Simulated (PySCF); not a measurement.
# As2: electronic excitations at several levels of theory, part 2 of 2

PySCF 2.14.0. Atoms count from 0. Earlier steps stand in the parts before.

### 11 Excited states and response: LC-wPBE/def2-SVPD

The job: settings as JSON, then the geometry in Å.

```
{"job": {"kind": "uv", "xc": "LC-wPBE", "basis": "def2-SVPD", "ip": true}, "charge": 0, "multiplicity": 1}
As     1.069748    -0.084640     0.008409
As    -1.020038    -0.003070    -0.030639
```

Method: TDDFT LC-wPBE/def2-SVPD, vertical, gas phase, core orbitals frozen in the response.

What it wrote:

```text
coarse grid: 14664 points
cycle   1  E = -4470.5681550347  dE = -1.467e+00  |g| = 2.933e-01  |ddm| = 1.948e+00
cycle   2  E = -4470.5730960569  dE = -4.941e-03  |g| = 2.274e-01  |ddm| = 3.815e-01
cycle   3  E = -4470.5771275056  dE = -4.031e-03  |g| = 1.181e-02  |ddm| = 1.571e-01
cycle   4  E = -4470.5772225288  dE = -9.502e-05  |g| = 1.387e-03  |ddm| = 5.593e-02
cycle   5  E = -4470.5772239155  dE = -1.387e-06  |g| = 3.890e-04  |ddm| = 6.297e-03
final grid: 26152 points
cycle   6  E = -4470.5771886164  dE = -4.971e-08  |g| = 2.455e-04  |ddm| = 1.045e-03
cycle   7  E = -4470.5771886226  dE = -6.242e-09  |g| = 1.993e-04  |ddm| = 4.518e-04
cycle   8  E = -4470.5771886262  dE = -3.552e-09  |g| = 1.335e-05  |ddm| = 1.352e-04
cycle   9  E = -4470.5771886263  dE = -1.028e-10  |g| = 3.675e-06  |ddm| = 4.210e-05
converged SCF energy = -4470.5771886263

Static polarisability (au): isotropic 58.216, principal 44.876 44.876 84.897

Singlet excitations
state   eV       nm        f      main configurations
  1   2.5380    488.5   0.00000   H->L 0.49, H-1->L+1 0.49
  2   3.1031    399.5   0.00000   H-1->L+1 0.37, H->L 0.37, H-1->L 0.13
  3   3.1031    399.5   0.00000   H->L+1 0.37, H-1->L 0.37, H-1->L+1 0.13
  4   3.7218    333.1   0.00000   H-2->L 0.97
  5   3.7218    333.1   0.00000   H-2->L+1 0.97
  6   5.5445    223.6   0.24533   H->L+1 0.41, H-1->L 0.41, H-2->L+3 0.10
  7   7.2803    170.3   0.00000   H->L+3 0.71, H-1->L+3 0.19
  8   7.2803    170.3   0.00000   H-1->L+3 0.71, H->L+3 0.19
  9   7.4631    166.1   0.20981   H->L+2 0.96
 10   7.4631    166.1   0.20981   H-1->L+2 0.96

Triplet excitations (Tamm-Dancoff, eV): 1.7697 2.1746 2.1747 2.7284
Vertical ionisation energy (delta-SCF) = 9.6475 eV
Vertical electron affinity (delta-SCF) = 0.7631 eV
```

Run time: 9.4 s. Hardware: 1 thread of Arm Neoverse V2, shared host; peak memory 0.33 GiB.

This run: HOMO -9.78 eV, LUMO -0.63 eV; lowest singlet 2.54 eV.

### 12 TDDFT and polarisability: PBE0/6-31G*

The job: settings as JSON, then the geometry in Å.

```
{"job": {"kind": "uv", "xc": "PBE0", "basis": "6-31G*"}, "charge": 0, "multiplicity": 1}
As     1.069748    -0.084640     0.008409
As    -1.020038    -0.003070    -0.030639
```

With the program's defaults for keys left out, this is: TDDFT PBE0/6-31G*, vertical, gas phase, core orbitals frozen in the response.

What it wrote:

```text
coarse grid: 14664 points
cycle   1  E = -4470.6325675886  dE = -1.315e+00  |g| = 2.201e-01  |ddm| = 2.072e+00
cycle   2  E = -4470.6355713060  dE = -3.004e-03  |g| = 1.552e-01  |ddm| = 2.415e-01
cycle   3  E = -4470.6379708991  dE = -2.400e-03  |g| = 6.757e-03  |ddm| = 7.526e-02
cycle   4  E = -4470.6379761949  dE = -5.296e-06  |g| = 3.056e-03  |ddm| = 1.213e-02
final grid: 26152 points
cycle   5  E = -4470.6379133660  dE = -7.834e-07  |g| = 3.019e-03  |ddm| = 7.189e-03
cycle   6  E = -4470.6379137726  dE = -4.066e-07  |g| = 3.005e-03  |ddm| = 5.470e-03
cycle   7  E = -4470.6379150387  dE = -1.266e-06  |g| = 1.377e-04  |ddm| = 2.334e-03
cycle   8  E = -4470.6379150453  dE = -6.654e-09  |g| = 2.123e-06  |ddm| = 1.851e-04
cycle   9  E = -4470.6379150453  dE = -1.819e-12  |g| = 4.179e-07  |ddm| = 6.198e-06
converged SCF energy = -4470.6379150453

Static polarisability (au): isotropic 47.853, principal 29.432 29.432 84.695

Singlet excitations
state   eV       nm        f      main configurations
  1   3.0076    412.2   0.00000   H->L 0.34, H-1->L+1 0.34, H-1->L 0.16
  2   3.4039    364.2   0.00000   H-1->L+1 0.43, H->L 0.43
  3   3.4039    364.2   0.00000   H-1->L 0.43, H->L+1 0.43
  4   3.8370    323.1   0.00000   H-2->L 0.99
  5   3.8370    323.1   0.00000   H-2->L+1 0.99
  6   5.5830    222.1   0.21360   H->L+1 0.28, H-1->L 0.28, H-2->L+2 0.17
  7   7.2996    169.9   0.00000   H->L+2 0.87, H-1->L+2 0.13
  8   7.2996    169.9   0.00000   H-1->L+2 0.87, H->L+2 0.13
  9   9.1551    135.4   2.43219   H-2->L+2 0.80
 10   9.7107    127.7   0.00715   H-3->L 0.51, H-1->L+3 0.34, H->L+3 0.14

Triplet excitations (Tamm-Dancoff, eV): 2.0305 2.4503 2.4503 2.9923
```

Run time: 1.6 s. Hardware: 1 thread of Arm Neoverse V2, shared host; peak memory 0.33 GiB.

This run: HOMO -7.49 eV, LUMO -2.68 eV; lowest singlet 3.01 eV.

### 13 TDDFT and polarisability: PBE0/def2-SVP

The job: settings as JSON, then the geometry in Å.

```
{"job": {"kind": "uv", "xc": "PBE0", "basis": "def2-SVP"}, "charge": 0, "multiplicity": 1}
As     1.069748    -0.084640     0.008409
As    -1.020038    -0.003070    -0.030639
```

Level: TDDFT PBE0/def2-SVP, vertical, gas phase, core orbitals frozen in the response.

What it wrote:

```text
coarse grid: 14664 points
cycle   1  E = -4470.6604588426  dE = -1.355e+00  |g| = 1.894e-01  |ddm| = 1.876e+00
cycle   2  E = -4470.6632068353  dE = -2.748e-03  |g| = 1.266e-01  |ddm| = 2.323e-01
cycle   3  E = -4470.6651494712  dE = -1.943e-03  |g| = 6.327e-03  |ddm| = 7.100e-02
cycle   4  E = -4470.6651536751  dE = -4.204e-06  |g| = 2.665e-03  |ddm| = 1.039e-02
final grid: 26152 points
cycle   5  E = -4470.6651308046  dE = -5.640e-07  |g| = 2.607e-03  |ddm| = 6.300e-03
cycle   6  E = -4470.6651311010  dE = -2.964e-07  |g| = 2.541e-03  |ddm| = 4.730e-03
cycle   7  E = -4470.6651320351  dE = -9.342e-07  |g| = 1.036e-04  |ddm| = 2.073e-03
cycle   8  E = -4470.6651320389  dE = -3.758e-09  |g| = 1.818e-06  |ddm| = 1.352e-04
cycle   9  E = -4470.6651320389  dE = -5.457e-12  |g| = 3.259e-07  |ddm| = 4.881e-06
converged SCF energy = -4470.6651320389

Static polarisability (au): isotropic 46.166, principal 29.875 29.875 78.747

Singlet excitations
state   eV       nm        f      main configurations
  1   3.0400    407.8   0.00000   H->L 0.50, H-1->L+1 0.50
  2   3.4448    359.9   0.00000   H-1->L+1 0.50, H->L 0.50
  3   3.4448    359.9   0.00000   H-1->L 0.50, H->L+1 0.50
  4   3.8707    320.3   0.00000   H-2->L 0.97
  5   3.8707    320.3   0.00000   H-2->L+1 0.97
  6   5.6963    217.7   0.22189   H->L+1 0.41, H-1->L 0.41, H-2->L+2 0.17
  7   7.8273    158.4   0.00000   H->L+2 0.73, H-1->L+2 0.26
  8   7.8273    158.4   0.00000   H-1->L+2 0.73, H->L+2 0.26
  9   9.8650    125.7   0.02616   H-3->L+1 0.79, H->L+3 0.16
 10   9.8650    125.7   0.02616   H-3->L 0.79, H-1->L+3 0.16

Triplet excitations (Tamm-Dancoff, eV): 2.0591 2.4774 2.4774 3.0188
```

Run time: 1.5 s. Hardware: 1 thread of Arm Neoverse V2, shared host; peak memory 0.33 GiB.

Key values: HOMO -7.43 eV, LUMO -2.57 eV; lowest singlet 3.04 eV.

### 14 Ultraviolet spectrum: PBE0/def2-TZVP

The job: settings as JSON, then the geometry in Å.

```
{"job": {"kind": "uv", "xc": "PBE0", "basis": "def2-TZVP"}, "charge": 0, "multiplicity": 1}
As     1.069748    -0.084640     0.008409
As    -1.020038    -0.003070    -0.030639
```

Method: TDDFT PBE0/def2-TZVP, vertical, gas phase, core orbitals frozen in the response.

What it wrote:

```text
coarse grid: 14664 points
cycle   1  E = -4471.1979925116  dE = -1.307e+00  |g| = 5.161e-01  |ddm| = 2.183e+00
cycle   2  E = -4471.2035737208  dE = -5.581e-03  |g| = 4.423e-01  |ddm| = 3.871e-01
cycle   3  E = -4471.2161648634  dE = -1.259e-02  |g| = 1.687e-02  |ddm| = 1.772e-01
cycle   4  E = -4471.2162188041  dE = -5.394e-05  |g| = 5.568e-03  |ddm| = 2.187e-02
cycle   5  E = -4471.2162271540  dE = -8.350e-06  |g| = 5.750e-04  |ddm| = 5.863e-03
final grid: 26152 points
cycle   6  E = -4471.2162872135  dE = -4.880e-08  |g| = 5.068e-04  |ddm| = 1.022e-03
cycle   7  E = -4471.2162872219  dE = -8.465e-09  |g| = 4.748e-04  |ddm| = 5.107e-04
cycle   8  E = -4471.2162872384  dE = -1.642e-08  |g| = 1.856e-05  |ddm| = 2.010e-04
cycle   9  E = -4471.2162872385  dE = -1.082e-10  |g| = 4.953e-06  |ddm| = 2.069e-05
converged SCF energy = -4471.2162872385

Static polarisability (au): isotropic 52.698, principal 37.508 37.508 83.077

Singlet excitations
state   eV       nm        f      main configurations
  1   3.0221    410.3   0.00000   H->L 0.48, H-1->L+1 0.48
  2   3.3882    365.9   0.00000   H-1->L 0.47, H->L+1 0.47
  3   3.3882    365.9   0.00000   H-1->L+1 0.47, H->L 0.47
  4   3.7788    328.1   0.00000   H-2->L 0.99
  5   3.7788    328.1   0.00000   H-2->L+1 0.99
  6   5.5637    222.8   0.20523   H->L+1 0.39, H-1->L 0.39, H-2->L+2 0.17
  7   7.4005    167.5   0.00000   H->L+2 0.92
  8   7.4005    167.5   0.00000   H-1->L+2 0.92
  9   9.1445    135.6   2.23907   H-2->L+2 0.79
 10   9.6214    128.9   0.00815   H-3->L+1 0.82

Triplet excitations (Tamm-Dancoff, eV): 2.0605 2.4556 2.4556 2.9502
```

It took 2.8 s on 1 thread of Arm Neoverse V2, shared host; peak memory 0.35 GiB.

Key values: HOMO -7.45 eV, LUMO -2.63 eV; lowest singlet 3.02 eV.

### 15 Side by side: electronic excitations

Excitations and ground-state properties, with basis size and wall time:

```csv
run,lowest singlet (eV),brightest (eV),f,gap (eV),α (Å³),μ (D),functions,time
HF/def2-SVPD,2.20,5.55,0.305,9.57,8.86,0.00,76,1.6 s
LDA/def2-SVPD,3.17,7.09,0.175,3.17,8.64,0.00,76,5.9 s
PBE/def2-SVPD,3.19,7.03,0.170,3.19,8.72,0.00,76,7.7 s
B3LYP/def2-SVPD,2.99,5.47,0.169,4.42,8.66,0.00,76,5.1 s
PBE0/def2-SVPD,3.02,5.55,0.196,4.82,8.71,0.00,76,5 s
BHandHLYP/def2-SVPD,2.73,5.53,0.220,6.36,8.65,0.00,76,5.1 s
CAM-B3LYP/def2-SVPD,2.73,5.48,0.198,6.94,8.59,0.00,76,6.4 s
wB97X-D/def2-SVPD,2.82,5.51,0.208,8.19,8.81,0.00,76,6 s
LC-wPBE/def2-SVPD,2.54,5.54,0.245,9.15,8.63,0.00,76,9.4 s
PBE0/6-31G*,3.01,9.16,2.432,4.81,7.09,0.00,64,1.6 s
PBE0/def2-SVP,3.04,5.70,0.222,4.86,6.84,0.00,64,1.5 s
PBE0/def2-TZVP,3.02,9.14,2.239,4.83,7.81,0.00,96,2.8 s
```

### 16 Summary of results

The summary covers parts 1 to 2.

| quantity | value |
| --- | --- |
| point group | Dinfh |
| rotational constants (main isotopes) | 3.08, 3.08 GHz |
| lowest singlet (HF/def2-SVPD) | 2.20 eV (563 nm), f = 0.000 |
| brightest single state of those computed | state 6, 5.55 eV, f = 0.305 |
| lowest triplet | 1.25 eV |
| vertical ionisation energy (ΔSCF) | 8.62 eV |
| range of the lowest singlet | 2.20 to 3.19 eV |

What this shows: Single values in the summary come from the first run of each kind that ended normally (HF/def2-SVPD), which need not be the best level. The start was shaken at random, so part of the energy gained undoes that. Relaxing lowered the energy by 0.091 eV in 3 steps; the close pair that moved most is As0–As1, from 2.174 to 2.092 Å. The lowest computed triplet (1.25 eV, vertical) stands against 1.80 eV for the lowest triplet in the measured list, an adiabatic value that should lie below a vertical one; the two are paired by order alone, not by symmetry. The lowest singlet, at 2.20 eV, is HOMO−1→LUMO+1 0.49, HOMO→LUMO 0.49 and is dark; of the 10 states computed, the strongest absorption comes from states 9 to 10 together at 7.17 eV (the last computed, so partners may be missing). The lowest triplet lies 0.96 eV below the lowest singlet (triplets in Tamm-Dancoff, singlets in full TDDFT). ΔSCF puts the ionisation energy at 8.62 eV, 0.64 eV below −ε(HOMO). The lowest singlet runs from 2.20 eV (HF/def2-SVPD) to 3.19 eV (PBE/def2-SVPD), while the orbital gap spans 3.17 to 9.57 eV. The lowest state need not be the same one in every run. The runs solved for a few states only, so the brightest column depends on that window.
